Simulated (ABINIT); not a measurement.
Crystal: ScSi2.

```
CELL_PARAMETERS angstrom
3.66000 0.00000 0.00000
-1.83000 3.16965 0.00000
0.00000 0.00000 3.87000
ATOMIC_POSITIONS crystal
Sc 0.00000 0.00000 0.00000
Si 0.66667 0.33333 0.50000
Si 0.33333 0.66667 0.50000
```

```yaml
Program: ABINIT 10.8.3 (patched build)
Task: single point
Functional: PBE
Potentials_or_basis: JTH PAW PBE v2.0
Cutoff: 408 eV
k_mesh: 8 × 8 × 7
Occupations: fermi-dirac, width 0.05 eV
Spin: no spin polarisation
```

On this cell: pressure 25.0 GPa; largest force under 0.003 eV/Å; band gap on the k mesh none (metal or under the smearing width).

The same run follows on a disturbed copy (atoms moved at random, drawn with an rms of 0.05 Å):

```
Sc Si
1.0
     3.66000    0.00000    0.00000
    -1.83000    3.16965    0.00000
     0.00000    0.00000    3.87000
Sc Si
1 2
Direct
  0.99981 0.00282 0.98772
  0.67459 0.34644 0.50953
  0.32321 0.67437 0.50000
```

Q: What does the disturbed cell give?

A: The energy (extrapolated to zero smearing) moves by +22.9 meV/atom; pressure 25.5 GPa; largest force 1.663 eV/Å; band gap on the k mesh none (metal or under the smearing width).

Forces in eV/Å, atoms in the order of the input:
```
Sc  -0.087  0.126  0.641
Si  -1.457 -0.604 -0.250
Si   1.544  0.477 -0.392
```

Stress tensor (GPa, compression positive):
```
39.54  5.49 -0.22
 5.49 35.88  0.12
-0.22  0.12  1.09
```

Caveats: so large a pressure means that the cell lies far from this level's equilibrium, or that cutoff or potentials fall short (some runs).
